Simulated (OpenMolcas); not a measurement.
# Multireference states of InN, part 1 of 2

Which states of InN lie lowest, and how does spin–orbit coupling split them?

Program: OpenMolcas 26.06. Level of theory: SA-CASSCF(8,8), XMS-CASPT2, RASSI; ANO-RCC-VTZP. These are calculated values, not measurements.

### Step 1. The job

C2 symmetry about the axis (a holds Σ, Δ, Γ; b holds Π, Φ, H; Σ⁺ and Σ⁻ are not told apart); roots by multiplicity and irrep: 3a 2, 3b 6, 1b 4, 1a 4, 5b 2.

Active shells: In 5s 5p, N 2s 2p.

m.inp

```
&GATEWAY
Coord
2
angstrom
In 0.0 0.0 0.0
N 0.0 0.0 2.0960
Basis=ANO-RCC-VTZP
Group=XY
RX2C
AMFI
ANGMom
0.0 0.0 0.0
RICD
&SEWARD
&GUESSORB
&RASSCF
FileOrb=$CurrDir/o31.orb
Symmetry=1
Spin=3
nActEl=8 0 0
Inactive=14 10
RAS2=4 4
CIRoot=2 2 1
Linear
Iterations=120 100
OrbListing=Nothing
PRWF=0.15
>>COPY $Project.RasOrb $CurrDir/o31.orb
>>COPY $Project.rasscf.h5 $CurrDir/r31.h5
&CASPT2
XMultistate=all
Imaginary=0.2
IPEA=0.25
MaxIter=40
>>COPY $Project.JobMix JOB001
&RASSCF
FileOrb=$CurrDir/o32.orb
Symmetry=2
Spin=3
nActEl=8 0 0
Inactive=14 10
RAS2=4 4
CIRoot=6 6 1
Linear
Iterations=120 100
OrbListing=Nothing
PRWF=0.15
>>COPY $Project.RasOrb $CurrDir/o32.orb
>>COPY $Project.rasscf.h5 $CurrDir/r32.h5
&CASPT2
XMultistate=all
Imaginary=0.2
IPEA=0.25
MaxIter=40
>>COPY $Project.JobMix JOB002
&RASSCF
FileOrb=$CurrDir/o12.orb
Symmetry=2
Spin=1
nActEl=8 0 0
Inactive=14 10
RAS2=4 4
CIRoot=4 4 1
Linear
Iterations=120 100
OrbListing=Nothing
PRWF=0.15
>>COPY $Project.RasOrb $CurrDir/o12.orb
>>COPY $Project.rasscf.h5 $CurrDir/r12.h5
&CASPT2
XMultistate=all
Imaginary=0.2
IPEA=0.25
MaxIter=40
>>COPY $Project.JobMix JOB003
&RASSCF
FileOrb=$CurrDir/o11.orb
Symmetry=1
Spin=1
nActEl=8 0 0
Inactive=14 10
RAS2=4 4
CIRoot=4 4 1
Linear
Iterations=120 100
OrbListing=Nothing
PRWF=0.15
>>COPY $Project.RasOrb $CurrDir/o11.orb
>>COPY $Project.rasscf.h5 $CurrDir/r11.h5
&CASPT2
XMultistate=all
Imaginary=0.2
IPEA=0.25
MaxIter=40
>>COPY $Project.JobMix JOB004
&RASSCF
FileOrb=$CurrDir/o52.orb
Symmetry=2
Spin=5
nActEl=8 0 0
Inactive=14 10
RAS2=4 4
CIRoot=2 2 1
Linear
Iterations=120 100
OrbListing=Nothing
PRWF=0.15
>>COPY $Project.RasOrb $CurrDir/o52.orb
>>COPY $Project.rasscf.h5 $CurrDir/r52.h5
&CASPT2
XMultistate=all
Imaginary=0.2
IPEA=0.25
MaxIter=40
>>COPY $Project.JobMix JOB005
&RASSI
Nr of JobIphs=5 2 6 4 4 2
1 2
1 2 3 4 5 6
1 2 3 4
1 2 3 4
1 2
SpinOrbit
EJob
Omega
MEES
MESO
Properties=4
'AngMom' 3 'Mltpl  1' 1 'Mltpl  1' 2 'Mltpl  1' 3
Thrs=1.0d-4
>>COPY $Project.rassi.h5 $CurrDir/so.h5
```

Each module block was a call of its own in one work directory; start orbitals came from a preliminary run.

Run with:

```console
$ pymolcas m.inp
```

### Step 2. CASSCF and CASPT2, block by block

Output, in excerpt:

```text
++    Wave function specifications:
      Number of closed shell electrons          48
      Number of electrons in active shells       8
      Number of inactive orbitals               24
      Number of active orbitals                  8
      Number of secondary orbitals              66
      Spin quantum number                      1.0
      State symmetry                             1
++    Orbital specifications:
      Symmetry species                           1   2
                                                 a   b
      Frozen orbitals                            0   0
      Inactive orbitals                         14  10
      Active orbitals                            4   4
      RAS2 orbitals                              4   4
      Secondary orbitals                        34  32
      Number of basis functions                 52  46
      printout of CI-coefficients larger than  0.15 for root  1
      energy=   -5932.678150
      conf/sym  1111 2222     Coeff  Weight
             1  2220 uu00  -0.93686 0.87771
             3  2220 0uu0  -0.16854 0.02841
             4  2220 u00u   0.16882 0.02850
      printout of CI-coefficients larger than  0.15 for root  2
      energy=   -5932.580992
      conf/sym  1111 2222     Coeff  Weight
           158  2200 u2u0   0.15194 0.02308
           160  2200 2u0u  -0.15238 0.02322
           203  2020 u2u0  -0.41503 0.17225
           205  2020 2u0u   0.41641 0.17340
           457  2uu0 2200  -0.61155 0.37399
           461  2uu0 u2d0   0.17413 0.03032
           475  2uu0 2u0d  -0.17452 0.03046
      Natural orbitals and occupation numbers for root  1
      sym 1:   1.994237   1.928875   1.964395   0.042862
      sym 2:   0.996314   0.996328   0.038455   0.038534
      Natural orbitals and occupation numbers for root  2
      sym 1:   1.983411   0.678809   1.313033   0.024667
      sym 2:   1.641251   1.639755   0.358788   0.360285
      RASSCF energy for state  2                  -5932.58099195
::    RASSCF root number  1 Total energy:  -5932.67814965
::    RASSCF root number  2 Total energy:  -5932.58099195
      Von Neumann Entropy (Root   1) =  1.41981
++    Wave function specifications:
      Number of closed shell electrons          10
      Number of electrons in active shells       8
      Number of inactive orbitals                5
      Number of active orbitals                  8
      Number of secondary orbitals              66
      Spin quantum number                      1.0
      State symmetry                             1
      Number of CSFs                          1168
      Number of CASSCF root(s) available         2
      CASPT2 state passed to geometry opt.       2
      A file JOBMIX will be created
      This is a MULTI-STATE CASSCF reference
      Number of CI roots used                    2
      These are:                                 1   2
      Off-diagonal elements of Heff are computed
  FINAL CASPT2 RESULT:
      Reference energy:       -5932.6781496551
      E2 (Non-variational):      -0.5777958658
      Shift correction:          -0.0018732050
      E2 (Variational):          -0.5796690708
      Total energy:           -5933.2578187259
      Reference weight:           0.88505
  FINAL CASPT2 RESULT:
      Reference energy:       -5932.5809919539
      E2 (Non-variational):      -0.5560657483
      Shift correction:          -0.0023950709
      E2 (Variational):          -0.5584608192
      Total energy:           -5933.1394527731
      Reference weight:           0.88528
       Total XMS-CASPT2 energies:
::    XMS-CASPT2 Root  1     Total energy:  -5933.25781873
::    XMS-CASPT2 Root  2     Total energy:  -5933.13945277
++    Wave function specifications:
      Number of closed shell electrons          48
      Number of electrons in active shells       8
      Number of inactive orbitals               24
      Number of active orbitals                  8
      Number of secondary orbitals              66
      Spin quantum number                      1.0
      State symmetry                             2
      printout of CI-coefficients larger than  0.15 for root  1
      energy=   -5932.670059
      conf/sym  1111 2222     Coeff  Weight
            17  22u0 2u00  -0.25704 0.06607
            41  2u20 2u00  -0.87083 0.75835
            47  2u20 uud0  -0.24881 0.06191
      printout of CI-coefficients larger than  0.15 for root  2
      energy=   -5932.670059
      conf/sym  1111 2222     Coeff  Weight
            18  22u0 u200   0.25704 0.06607
            42  2u20 u200   0.87083 0.75835
            59  2u20 uu0d   0.24881 0.06191
      printout of CI-coefficients larger than  0.15 for root  3
      energy=   -5932.571135
      conf/sym  1111 2222     Coeff  Weight
            18  22u0 u200  -0.60707 0.36854
            27  22u0 du0u   0.21087 0.04446
            35  22u0 uu0d  -0.16514 0.02727
            51  2u20 du0u  -0.51367 0.26386
            52  2u20 ud0u   0.33704 0.11360
            59  2u20 uu0d   0.26710 0.07134
      printout of CI-coefficients larger than  0.15 for root  4
      energy=   -5932.571135
      conf/sym  1111 2222     Coeff  Weight
            17  22u0 2u00   0.60708 0.36854
            20  22u0 duu0  -0.21327 0.04548
            23  22u0 uud0   0.16514 0.02727
            44  2u20 duu0   0.54872 0.30109
            45  2u20 udu0  -0.27633 0.07636
            47  2u20 uud0  -0.26709 0.07134
      printout of CI-coefficients larger than  0.15 for root  5
      energy=   -5932.549625
      conf/sym  1111 2222     Coeff  Weight
            42  2u20 u200   0.25180 0.06340
            46  2u20 02u0  -0.44083 0.19433
            51  2u20 du0u   0.17691 0.03130
            52  2u20 ud0u   0.36823 0.13559
            59  2u20 uu0d  -0.62755 0.39382
      printout of CI-coefficients larger than  0.15 for root  6
      energy=   -5932.549625
      conf/sym  1111 2222     Coeff  Weight
            41  2u20 2u00  -0.25180 0.06340
            44  2u20 duu0   0.23042 0.05309
            45  2u20 udu0   0.33733 0.11379
            47  2u20 uud0   0.62754 0.39381
            50  2u20 200u  -0.44085 0.19435
      Natural orbitals and occupation numbers for root  1
      sym 1:   1.989253   1.016460   1.918441   0.037581
      sym 2:   1.868568   0.985812   0.141420   0.042465
      Natural orbitals and occupation numbers for root  2
      sym 1:   1.989253   1.016461   1.918441   0.037581
      sym 2:   0.985811   1.868568   0.042465   0.141421
      Natural orbitals and occupation numbers for root  3
      sym 1:   1.986211   1.254049   1.690189   0.050829
      sym 2:   0.985366   1.393364   0.027048   0.612944
      Natural orbitals and occupation numbers for root  4
      sym 1:   1.986211   1.254048   1.690189   0.050830
      sym 2:   1.393376   0.985366   0.612933   0.027049
      Natural orbitals and occupation numbers for root  5
      sym 1:   1.989588   1.052753   1.871379   0.055716
      sym 2:   0.788140   1.305510   0.278127   0.658787
      Natural orbitals and occupation numbers for root  6
      sym 1:   1.989588   1.052752   1.871381   0.055716
      sym 2:   1.305521   0.788129   0.658771   0.278142
      RASSCF energy for state  6                  -5932.54962526
::    RASSCF root number  1 Total energy:  -5932.67005873
::    RASSCF root number  2 Total energy:  -5932.67005858
::    RASSCF root number  3 Total energy:  -5932.57113506
::    RASSCF root number  4 Total energy:  -5932.57113482
::    RASSCF root number  5 Total energy:  -5932.54962548
::    RASSCF root number  6 Total energy:  -5932.54962526
      Von Neumann Entropy (Root   1) =  1.65229
++    Wave function specifications:
      Number of closed shell electrons          10
      Number of electrons in active shells       8
      Number of inactive orbitals                5
      Number of active orbitals                  8
      Number of secondary orbitals              66
      Spin quantum number                      1.0
      State symmetry                             2
      Number of CSFs                          1184
      Number of CASSCF root(s) available         6
      CASPT2 state passed to geometry opt.       6
      A file JOBMIX will be created
      This is a MULTI-STATE CASSCF reference
      Number of CI roots used                    6
      These are:                                 1   2   3   4   5   6
      Off-diagonal elements of Heff are computed
  FINAL CASPT2 RESULT:
      Reference energy:       -5932.6700587275
      E2 (Non-variational):      -0.5820555001
      Shift correction:          -0.0019804056
      E2 (Variational):          -0.5840359057
      Total energy:           -5933.2540946332
      Reference weight:           0.88277
  FINAL CASPT2 RESULT:
      Reference energy:       -5932.6700585759
      E2 (Non-variational):      -0.5820558426
      Shift correction:          -0.0019804130
      E2 (Variational):          -0.5840362555
      Total energy:           -5933.2540948314
      Reference weight:           0.88277
  FINAL CASPT2 RESULT:
      Reference energy:       -5932.5711350597
      E2 (Non-variational):      -0.5654214803
      Shift correction:          -0.0022420896
      E2 (Variational):          -0.5676635699
      Total energy:           -5933.1387986297
      Reference weight:           0.88556
  FINAL CASPT2 RESULT:
      Reference energy:       -5932.5711348232
      E2 (Non-variational):      -0.5654215774
      Shift correction:          -0.0022421005
      E2 (Variational):          -0.5676636779
      Total energy:           -5933.1387985010
      Reference weight:           0.88556
  FINAL CASPT2 RESULT:
      Reference energy:       -5932.5496254752
      E2 (Non-variational):      -0.5753450848
      Shift correction:          -0.0027332810
      E2 (Variational):          -0.5780783659
      Total energy:           -5933.1277038410
      Reference weight:           0.87870
  FINAL CASPT2 RESULT:
      Reference energy:       -5932.5496252638
      E2 (Non-variational):      -0.5753449499
      Shift correction:          -0.0027332675
      E2 (Variational):          -0.5780782174
      Total energy:           -5933.1277034812
      Reference weight:           0.87870
       Total XMS-CASPT2 energies:
::    XMS-CASPT2 Root  1     Total energy:  -5933.25394518
::    XMS-CASPT2 Root  2     Total energy:  -5933.25394510
::    XMS-CASPT2 Root  3     Total energy:  -5933.14090966
::    XMS-CASPT2 Root  4     Total energy:  -5933.14090937
::    XMS-CASPT2 Root  5     Total energy:  -5933.12574247
::    XMS-CASPT2 Root  6     Total energy:  -5933.12574214
++    Wave function specifications:
      Number of closed shell electrons          48
      Number of electrons in active shells       8
      Number of inactive orbitals               24
      Number of active orbitals                  8
      Number of secondary orbitals              66
      Spin quantum number                      0.0
      State symmetry                             2
      printout of CI-coefficients larger than  0.15 for root  1
      energy=   -5932.633264
      conf/sym  1111 2222     Coeff  Weight
            20  22u0 dud0  -0.15947 0.02543
            37  2u20 2d00   0.88467 0.78263
            40  2u20 dud0   0.25695 0.06603
      printout of CI-coefficients larger than  0.15 for root  2
      energy=   -5932.633264
      conf/sym  1111 2222     Coeff  Weight
            26  22u0 du0d   0.17573 0.03088
            38  2u20 d200  -0.88467 0.78263
            46  2u20 du0d  -0.24260 0.05886
            47  2u20 ud0d   0.15664 0.02454
      printout of CI-coefficients larger than  0.15 for root  3
      energy=   -5932.550482
      conf/sym  1111 2222     Coeff  Weight
            18  22u0 d200  -0.62536 0.39107
            26  22u0 du0d  -0.16638 0.02768
            38  2u20 d200  -0.20842 0.04344
            46  2u20 du0d   0.46772 0.21876
            47  2u20 ud0d  -0.43043 0.18527
      printout of CI-coefficients larger than  0.15 for root  4
      energy=   -5932.550482
      conf/sym  1111 2222     Coeff  Weight
            17  22u0 2d00   0.62536 0.39107
            20  22u0 dud0   0.20527 0.04213
            37  2u20 2d00   0.20842 0.04344
            40  2u20 dud0  -0.60662 0.36799
            41  2u20 udd0   0.18984 0.03604
      Natural orbitals and occupation numbers for root  1
      sym 1:   1.990395   1.036585   1.903304   0.044679
      sym 2:   1.835503   0.985781   0.171846   0.031908
      Natural orbitals and occupation numbers for root  2
      sym 1:   1.990395   1.036585   1.903304   0.044679
      sym 2:   0.985781   1.835503   0.031908   0.171846
      Natural orbitals and occupation numbers for root  3
      sym 1:   1.988211   1.430246   1.501262   0.051941
      sym 2:   0.963548   1.472124   0.058274   0.534395
      Natural orbitals and occupation numbers for root  4
      sym 1:   1.988211   1.430246   1.501262   0.051941
      sym 2:   1.472124   0.963548   0.534395   0.058274
      RASSCF energy for state  4                  -5932.55048232
::    RASSCF root number  1 Total energy:  -5932.63326409
::    RASSCF root number  2 Total energy:  -5932.63326409
::    RASSCF root number  3 Total energy:  -5932.55048232
::    RASSCF root number  4 Total energy:  -5932.55048232
      Von Neumann Entropy (Root   1) =  1.70508
++    Wave function specifications:
      Number of closed shell electrons          10
      Number of electrons in active shells       8
      Number of inactive orbitals                5
      Number of active orbitals                  8
      Number of secondary orbitals              66
      Spin quantum number                      0.0
      State symmetry                             2
      Number of CSFs                           864
      Number of CASSCF root(s) available         4
      CASPT2 state passed to geometry opt.       4
      A file JOBMIX will be created
      This is a MULTI-STATE CASSCF reference
      Number of CI roots used                    4
      These are:                                 1   2   3   4
      Off-diagonal elements of Heff are computed
  FINAL CASPT2 RESULT:
      Reference energy:       -5932.6332640926
      E2 (Non-variational):      -0.5880906789
      Shift correction:          -0.0020045535
      E2 (Variational):          -0.5900952324
      Total energy:           -5933.2233593250
      Reference weight:           0.88099
  FINAL CASPT2 RESULT:
      Reference energy:       -5932.6332640926
      E2 (Non-variational):      -0.5880906791
      Shift correction:          -0.0020045535
      E2 (Variational):          -0.5900952325
      Total energy:           -5933.2233593251
      Reference weight:           0.88099
  FINAL CASPT2 RESULT:
      Reference energy:       -5932.5504823224
      E2 (Non-variational):      -0.5675455936
      Shift correction:          -0.0026128701
      E2 (Variational):          -0.5701584638
      Total energy:           -5933.1206407861
      Reference weight:           0.88263
  FINAL CASPT2 RESULT:
      Reference energy:       -5932.5504823215
      E2 (Non-variational):      -0.5675455948
      Shift correction:          -0.0026128702
      E2 (Variational):          -0.5701584650
      Total energy:           -5933.1206407865
      Reference weight:           0.88263
       Total XMS-CASPT2 energies:
::    XMS-CASPT2 Root  1     Total energy:  -5933.21696415
::    XMS-CASPT2 Root  2     Total energy:  -5933.21696415
::    XMS-CASPT2 Root  3     Total energy:  -5933.12703596
::    XMS-CASPT2 Root  4     Total energy:  -5933.12703596
++    Wave function specifications:
      Number of closed shell electrons          48
      Number of electrons in active shells       8
      Number of inactive orbitals               24
      Number of active orbitals                  8
      Number of secondary orbitals              66
      Spin quantum number                      0.0
[... the kept output breaks off here ...]
```

Spin-free states (degenerate pairs once); dipoles are positive if N is the positive end.

| state | CASSCF root of the same rank (eV) | XMS-CASPT2 (eV) | μ of the rotated CASSCF state (D) |
| --- | --- | --- | --- |
| (1)3Σ | 0.00 | 0.000 | -1.45 |
| (1)3Π | 0.22 | 0.105 | -1.87 |
| (1)1Π | 1.22 | 1.112 | -3.01 |
| (1)1Σ | 1.19 | 1.205 | -4.50 |
| (1)1Δ | 1.41 | 1.462 | -0.88 |
| (1)5Π | 1.89 | 2.259 | 0.03 |
| (2)1Σ | 2.10 | 2.507 | -1.80 |
| (2)3Π | 2.91 | 3.181 | -2.11 |
| (2)3Σ | 2.64 | 3.221 | -2.79 |
| (2)1Π | 3.47 | 3.559 | -2.11 |
| (3)3Π | 3.50 | 3.594 | -0.59 |

XMS-CASPT2 splits the two components of a degenerate state by up to 11 cm⁻¹ here, an artefact of the lowered symmetry; the lower one is listed, and the split carries into the Ω levels (unreadable Ω is marked ?).

State-averaged natural occupations by block (full and empty orbitals left out): 3a: 1.99 1.31 1.64 0.04 1.29 1.29 0.22 0.22; 3b: 1.99 1.19 1.74 0.05 1.21 1.21 0.31 0.31; 1b: 1.99 1.24 1.70 0.05 1.30 1.30 0.21 0.21; 1a: 1.98 1.51 1.95 0.03 1.23 1.23 0.04 0.04; 5b: 1.99 1.94 1.00 0.04 1.00 1.00 0.51 0.51. Reference weights run from 0.879 to 0.888.

### Step 3. Spin–orbit coupling by RASSI

RASSI output, in excerpt, shortened:

```text
[...]
   Eigenvalues of complex Hamiltonian:
  (Shifted by EMIN (a.u.) =      -5933.2578187259)
 SO State       Relative EMIN(au)   Rel lowest level(eV)    D:o, cm**(-1)      Omega
     1            -0.0005824074        0.0000000000              0.0000         0.0
     2            -0.0004362493        0.0039771647             32.0780         1.0
     3            -0.0004361562        0.0039796984             32.0984         1.0
     4             0.0029710138        0.0966935170            779.8858         2.0
     5             0.0029710303        0.0966939651            779.8894         2.0
     6             0.0040775186        0.1268030453           1022.7355         1.0
     7             0.0040776531        0.1268067068           1022.7651         1.0
     8             0.0046814933        0.1432380360           1155.2927         0.0
     9             0.0050699848        0.1538094276           1240.5567         0.0
    10             0.0408371698        1.1270841126           9090.5464         1.0
    11             0.0408372717        1.1270868878           9090.5688         1.0
    12             0.0443390075        1.2223739708           9859.1110         0.0
    13             0.0536808374        1.4765781142          11909.4057         2.0
    14             0.0537292924        1.4778966411          11920.0403         2.0
[...]
```

It took 54 s on 1 thread of Arm Neoverse V2, shared host; peak memory 0.33 GiB.

Levels:

| Ω | energy (cm⁻¹) | parentage | f from lowest |
| --- | --- | --- | --- |
| 0 | 0 | 92% (1)3Σ + 8% (1)3Π | 0 |
| 1 | 32 | 94% (1)3Σ + 6% (1)3Π | 0 |
| 2 | 780 | 100% (1)3Π | 0 |
| 1 | 1023 | 94% (1)3Π + 6% (1)3Σ | 0.00077 |
| 0 | 1155 | 100% (1)3Π | 0 |
| 0 | 1241 | 92% (1)3Π + 8% (1)3Σ | 0 |
| 1 | 9091 | 100% (1)1Π | 0 |
| 0 | 9859 | 100% (1)1Σ | 0 |
| 2 | 11909 | 100% (1)1Δ | 0 |
| 1 | 17704 | 100% (1)5Π | 0 |
| 0 | 17999 | 100% (1)5Π | 0 |
| 0 | 18027 | 100% (1)5Π | 4.1e-05 |
| 1 | 18332 | 100% (1)5Π | 0 |
| 2 | 18664 | 100% (1)5Π | 0 |
| 3 | 19012 | 100% (1)5Π | 0 |
| 0 | 20349 | 100% (2)1Σ | 1.7e-05 |
| 0 | 25655 | 98% (2)3Π | 0 |
| 0 | 25668 | 99% (2)3Π | 0.00028 |
| 1 | 25751 | 98% (2)3Π | 0.0019 |
| 2 | 25905 | 99% (2)3Π | 0 |
| 1 | 26087 | 99% (2)3Σ | 0 |
| 0 | 26116 | 98% (2)3Σ | 0 |
| 1 | 28826 | 74% (2)1Π + 23% (3)3Π | 0.0048 |
| 2 | 28874 | 99% (3)3Π | 0 |
| 1 | 29221 | 76% (3)3Π + 23% (2)1Π | 0.013 |
| 0 | 29417 | 99% (3)3Π | 0 |
| 0 | 29423 | 99% (3)3Π | 0.0036 |

### Step 4. Along the bond: spin-free states

The same input was run at the other distances; those logs are left out. Energies in eV from the lowest point of the curves kept (curves with gaps or mixed symmetry are left out, so lower ones can be missing). Curves are followed by energy order within each symmetry, so they can change character at crossings; Σ⁺ and Σ⁻ are counted together.

```csv
R (Å),(1)3Σ,(1)3Π,(1)1Π,(1)1Δ,(1)5Π,(2)3Π,(2)3Σ
1.803,1.400,0.781,1.590,2.851,3.878,3.983,3.221
1.907,0.624,0.334,1.205,2.084,3.072,3.499,3.073
2.002,0.242,0.181,1.112,1.700,2.612,3.315,3.127
2.096,0.056,0.161,1.168,1.518,2.315,3.237,3.277
2.201,0.000,0.236,1.335,1.467,2.106,3.128,3.502
2.306,0.044,0.394,1.566,1.526,1.973,2.984,3.753
2.452,0.199,0.674,1.947,1.707,1.860,2.808,4.100
2.641,0.470,1.006,2.434,2.034,1.769,2.745,4.456
2.934,0.931,1.366,3.139,2.585,1.710,2.997,4.144
```

(Continued in part 2 of 2.)
